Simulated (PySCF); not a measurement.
# [WOCl3]+: forces at shaken geometries

Aim: move all atoms of relaxed [WOCl3]+ at random and read energies and forces. The species was built from a template and needn't be a known compound.

Method: PBE0, W def2-SVP with ECP60, O def2-SVP, Cl def2-SVP; scalar-relativistic core potentials, no spin–orbit coupling; program: PySCF 2.14.0.

2 further runs of the same task are left out: 1 for a known fault of the program, 1 that didn't finish.

### Step 1. The starting structure

5 atoms, charge 1, spin multiplicity 1.

Bond lengths: W1–O2 1.659 Å, W1–Cl3 2.198 Å, W1–Cl4 2.198 Å, W1–Cl5 2.198 Å. Angles: O2–W1–Cl3 106.6°, O2–W1–Cl4 106.6°, O2–W1–Cl5 106.6°, Cl3–W1–Cl4 112.2°, Cl3–W1–Cl5 112.1°, Cl4–W1–Cl5 112.2°.

As a file:

```xyz
5

W     0.0554    0.0000    0.0782
O     1.2520    0.0000    1.2280
Cl    0.3313    1.8237   -1.1175
Cl   -1.8579    0.0000    1.1604
Cl    0.3313   -1.8237   -1.1175
```

Formal oxidation states: W +6. An earlier session relaxed this geometry at PBE0, W def2-SVP with ECP60, O def2-SVP, Cl def2-SVP (singlet, point group C3v).

Its energy there is -1521.770860 Eh.

### Step 2. Atoms moved at random, σ = 0.15 Å

run.py (the lines that set the calculation) reads:

```python
mol = gto.M(atom='''
W      0.21100     0.12623     0.07830
O      1.39647     0.07956     1.31826
Cl     0.17670     1.91842    -1.07598
Cl    -2.01813    -0.21547     0.90417
Cl     0.34603    -1.90874    -0.99320''',
    basis={'W': 'def2-SVP', 'O': 'def2-SVP', 'Cl': 'def2-SVP'},
    ecp={'W': 'def2-SVP'},
    charge=1, spin=0)
mf = dft.RKS(mol, xc='PBE0')
mf.grids.atom_grid = (50, 194)
mf = mf.density_fit()  # fitting sets: W def2-universal-JKFIT, O def2-universal-JKFIT, Cl def2-universal-JKFIT
mf.conv_tol = 1e-08; mf.max_cycle = 55
mf.kernel(dm0)  # dm0: the density of the relaxed state
```

Started as:

```console
OMP_NUM_THREADS=2 python run.py
```

Output:

```text
init E= -1521.49722743503
  HOMO = -0.63331819707178  LUMO = -0.467556112986858  gap/eV = 4.51062
cycle= 1 E= -1521.7144987663  delta_E= -0.217  |g|= 0.265  |ddm|= 0.834
  HOMO = -0.51138148959971  LUMO = -0.350102465043862  gap/eV = 4.38863
cycle= 2 E= -1521.67231072745  delta_E= 0.0422  |g|= 0.486  |ddm|= 0.777
  HOMO = -0.54486596944387  LUMO = -0.392652131061032  gap/eV = 4.14195
cycle= 3 E= -1521.72695592465  delta_E= -0.0546  |g|= 0.212  |ddm|= 0.535
  HOMO = -0.552972180772233  LUMO = -0.388586546461767  gap/eV = 4.47316
cycle= 4 E= -1521.73598450853  delta_E= -0.00903  |g|= 0.0497  |ddm|= 0.18
  HOMO = -0.55564023291656  LUMO = -0.389327860919538  gap/eV = 4.52559
cycle= 5 E= -1521.73635590888  delta_E= -0.000371  |g|= 0.0265  |ddm|= 0.057
  HOMO = -0.554338983410803  LUMO = -0.390538770485163  gap/eV = 4.45723
cycle= 6 E= -1521.73652754564  delta_E= -0.000172  |g|= 0.00774  |ddm|= 0.0326
  HOMO = -0.554946535425828  LUMO = -0.390158942292252  gap/eV = 4.48410
cycle= 7 E= -1521.7365471465  delta_E= -1.96e-05  |g|= 0.00228  |ddm|= 0.0127
  HOMO = -0.554816833050304  LUMO = -0.390183313546396  gap/eV = 4.47991
cycle= 8 E= -1521.73654883716  delta_E= -1.69e-06  |g|= 0.000901  |ddm|= 0.00406
  HOMO = -0.554790937563487  LUMO = -0.390162160651097  gap/eV = 4.47978
cycle= 9 E= -1521.73654914599  delta_E= -3.09e-07  |g|= 0.000171  |ddm|= 0.00146
  HOMO = -0.554796134514121  LUMO = -0.390171441310122  gap/eV = 4.47967
cycle= 10 E= -1521.73654915762  delta_E= -1.16e-08  |g|= 3.65e-05  |ddm|= 0.000295
  HOMO = -0.554796430109119  LUMO = -0.390170893183178  gap/eV = 4.47969
cycle= 11 E= -1521.73654915831  delta_E= -6.93e-10  |g|= 6.26e-06  |ddm|= 8.26e-05
  HOMO = -0.554796247405639  LUMO = -0.390170561834542  gap/eV = 4.47969
Extra cycle  E= -1521.73654915833  delta_E= -1.39e-11  |g|= 8.97e-06  |ddm|= 1.86e-05
converged SCF energy = -1521.73654915833
```

Run time: 5.5 s. Hardware: 2 threads of Intel Xeon Platinum 8259CL at 2.50GHz (Skylake/Cascade Lake), shared host.

Result: E = -1521.736549 Eh (+0.934 eV from the relaxed state), HOMO -15.10 eV, LUMO -10.62 eV, Mulliken charge on W1 +1.09 e, largest force component 4.780 eV/Å. 

```
atom      Fx      Fy  Fz (eV/Å)
  W1  -1.387  -4.780      3.287
  O2  -2.264   0.556     -2.349
 Cl3   0.385   1.426     -0.870
 Cl4   2.974   0.762     -0.700
 Cl5   0.293   2.035      0.632
```

### Step 3. Atoms moved at random, σ = 0.03 Å

run.py (the lines that set the calculation) reads:

```python
mol = gto.M(atom='''
W      0.02654     0.01469     0.06946
O      1.26222     0.00196     1.25872
Cl     0.33859     1.83365    -1.12553
Cl    -1.86735     0.01703     1.18043
Cl     0.35206    -1.86734    -1.15153''',
    basis={'W': 'def2-SVP', 'O': 'def2-SVP', 'Cl': 'def2-SVP'},
    ecp={'W': 'def2-SVP'},
    charge=1, spin=0)
mf = dft.RKS(mol, xc='PBE0')
mf.grids.atom_grid = (50, 194)
mf = mf.density_fit()  # fitting sets: W def2-universal-JKFIT, O def2-universal-JKFIT, Cl def2-universal-JKFIT
mf.conv_tol = 1e-08; mf.max_cycle = 55
mf.kernel(dm0)  # dm0: the density of the relaxed state
```

Started as:

```console
OMP_NUM_THREADS=2 python run.py
```

Output:

```text
init E= -1521.68921589909
  HOMO = -0.594733832426433  LUMO = -0.384395907250462  gap/eV = 5.72359
cycle= 1 E= -1521.76240361537  delta_E= -0.0732  |g|= 0.101  |ddm|= 0.198
  HOMO = -0.55631251320699  LUMO = -0.357239348409419  gap/eV = 5.41706
cycle= 2 E= -1521.74850851874  delta_E= 0.0139  |g|= 0.268  |ddm|= 0.318
  HOMO = -0.56818761257955  LUMO = -0.360651085907966  gap/eV = 5.64736
cycle= 3 E= -1521.76401086536  delta_E= -0.0155  |g|= 0.0733  |ddm|= 0.224
  HOMO = -0.571750678352471  LUMO = -0.364945460918257  gap/eV = 5.62746
cycle= 4 E= -1521.76510738767  delta_E= -0.0011  |g|= 0.0185  |ddm|= 0.0669
  HOMO = -0.572639294630321  LUMO = -0.363935851054986  gap/eV = 5.67911
cycle= 5 E= -1521.7651743542  delta_E= -6.7e-05  |g|= 0.00673  |ddm|= 0.0207
  HOMO = -0.572267313675848  LUMO = -0.364321457273116  gap/eV = 5.65849
cycle= 6 E= -1521.76518719822  delta_E= -1.28e-05  |g|= 0.0012  |ddm|= 0.00833
  HOMO = -0.572390509592494  LUMO = -0.364303297864688  gap/eV = 5.66234
cycle= 7 E= -1521.76518765757  delta_E= -4.59e-07  |g|= 0.0002  |ddm|= 0.00173
  HOMO = -0.572376622149938  LUMO = -0.364302131463575  gap/eV = 5.66200
cycle= 8 E= -1521.76518767076  delta_E= -1.32e-08  |g|= 4.31e-05  |ddm|= 0.000272
  HOMO = -0.572376721299951  LUMO = -0.364304393237478  gap/eV = 5.66194
cycle= 9 E= -1521.76518767144  delta_E= -6.73e-10  |g|= 9.02e-06  |ddm|= 7.1e-05
  HOMO = -0.572375532874556  LUMO = -0.36430292824284  gap/eV = 5.66194
Extra cycle  E= -1521.76518767144  delta_E= -8.19e-12  |g|= 9.92e-06  |ddm|= 2.45e-05
converged SCF energy = -1521.76518767144
```

Run time: 5.5 s. Hardware: 2 threads of Intel Xeon Platinum 8259CL at 2.50GHz (Skylake/Cascade Lake), shared host.

Read off: E = -1521.765188 Eh (+0.154 eV from the relaxed state), HOMO -15.58 eV, LUMO -9.91 eV, Mulliken charge on W1 +1.07 e, largest force component 2.755 eV/Å. 

```
atom      Fx      Fy  Fz (eV/Å)
  W1   2.755  -1.212      1.565
  O2  -2.409   0.090     -2.308
 Cl3  -0.078  -0.110      0.095
 Cl4   0.022   0.020     -0.106
 Cl5  -0.290   1.211      0.753
```

### Step 4. Atoms moved at random, σ = 0.06 Å

run.py (the lines that set the calculation) reads:

```python
mol = gto.M(atom='''
W      0.03804     0.01496     0.08739
O      1.32478     0.01869     1.27148
Cl     0.27876     1.85094    -1.16217
Cl    -1.82210     0.02023     1.14522
Cl     0.29259    -1.90481    -1.11038''',
    basis={'W': 'def2-SVP', 'O': 'def2-SVP', 'Cl': 'def2-SVP'},
    ecp={'W': 'def2-SVP'},
    charge=1, spin=0)
mf = dft.RKS(mol, xc='PBE0')
mf.grids.atom_grid = (50, 194)
mf = mf.density_fit()  # fitting sets: W def2-universal-JKFIT, O def2-universal-JKFIT, Cl def2-universal-JKFIT
mf.conv_tol = 1e-08; mf.max_cycle = 55
mf.kernel(dm0)  # dm0: the density of the relaxed state
```

Started as:

```console
OMP_NUM_THREADS=2 python run.py
```

Output:

```text
init E= -1521.66325986665
  HOMO = -0.598216049387384  LUMO = -0.39313131730159  gap/eV = 5.58064
cycle= 1 E= -1521.74704987238  delta_E= -0.0838  |g|= 0.202  |ddm|= 0.334
  HOMO = -0.539571471007025  LUMO = -0.357441637461884  gap/eV = 4.95601
cycle= 2 E= -1521.66873865721  delta_E= 0.0783  |g|= 0.639  |ddm|= 0.662
  HOMO = -0.562378941084893  LUMO = -0.357854734735159  gap/eV = 5.56539
cycle= 3 E= -1521.75158156031  delta_E= -0.0828  |g|= 0.164  |ddm|= 0.483
  HOMO = -0.568316728354773  LUMO = -0.367976594864799  gap/eV = 5.45153
cycle= 4 E= -1521.75761337779  delta_E= -0.00603  |g|= 0.0331  |ddm|= 0.151
  HOMO = -0.570169909056622  LUMO = -0.366076196670446  gap/eV = 5.55367
cycle= 5 E= -1521.75782081465  delta_E= -0.000207  |g|= 0.0147  |ddm|= 0.0424
  HOMO = -0.569756911967545  LUMO = -0.366836357015064  gap/eV = 5.52175
cycle= 6 E= -1521.75788076465  delta_E= -5.99e-05  |g|= 0.0028  |ddm|= 0.0174
  HOMO = -0.569920183964264  LUMO = -0.366763872823506  gap/eV = 5.52816
cycle= 7 E= -1521.75788288174  delta_E= -2.12e-06  |g|= 0.000447  |ddm|= 0.00334
  HOMO = -0.569868230166168  LUMO = -0.366749662539189  gap/eV = 5.52714
cycle= 8 E= -1521.75788293566  delta_E= -5.39e-08  |g|= 0.000203  |ddm|= 0.000733
  HOMO = -0.569878709797989  LUMO = -0.366753064844417  gap/eV = 5.52733
cycle= 9 E= -1521.75788294888  delta_E= -1.32e-08  |g|= 7.2e-05  |ddm|= 0.000349
  HOMO = -0.569877965942825  LUMO = -0.366756108714288  gap/eV = 5.52723
cycle= 10 E= -1521.7578829506  delta_E= -1.72e-09  |g|= 1.04e-05  |ddm|= 9.78e-05
  HOMO = -0.569878016315918  LUMO = -0.366755247590275  gap/eV = 5.52725
Extra cycle  E= -1521.75788295052  delta_E= 8.55e-11  |g|= 2.43e-05  |ddm|= 3.23e-05
converged SCF energy = -1521.75788295052
```

Run time: 7.4 s. Hardware: 2 threads of Intel Xeon Platinum 8259CL at 2.50GHz (Skylake/Cascade Lake), shared host.

Result: E = -1521.757883 Eh (+0.353 eV from the relaxed state), HOMO -15.51 eV, LUMO -9.98 eV, Mulliken charge on W1 +1.07 e, largest force component 4.972 eV/Å. 

| atom | Fx | Fy | Fz (eV/Å) |
| --- | --- | --- | --- |
| W1 | 4.972 | -0.767 | 1.117 |
| O2 | -3.566 | 0.059 | -3.138 |
| Cl3 | -0.106 | -0.734 | 0.516 |
| Cl4 | -1.080 | 0.028 | 0.668 |
| Cl5 | -0.220 | 1.414 | 0.837 |

### Step 5. Results

| σ (Å) | energy rise (eV) | harmonic estimate −½ F·u (eV) | largest force component (eV/Å) |
| --- | --- | --- | --- |
| 0.15 | 0.934 | 0.913 | 4.78 |
| 0.03 | 0.154 | 0.148 | 2.75 |
| 0.06 | 0.353 | 0.334 | 4.97 |

Every displacement raises the energy. For a harmonic well the rise equals −½ F·u; the two differ by at most 5 % here (a move with σ = 0.06 Å), from anharmonicity, the grid and the small forces left at the relaxed point. The bases are small and lack diffuse functions. Spin–orbit coupling is left out.
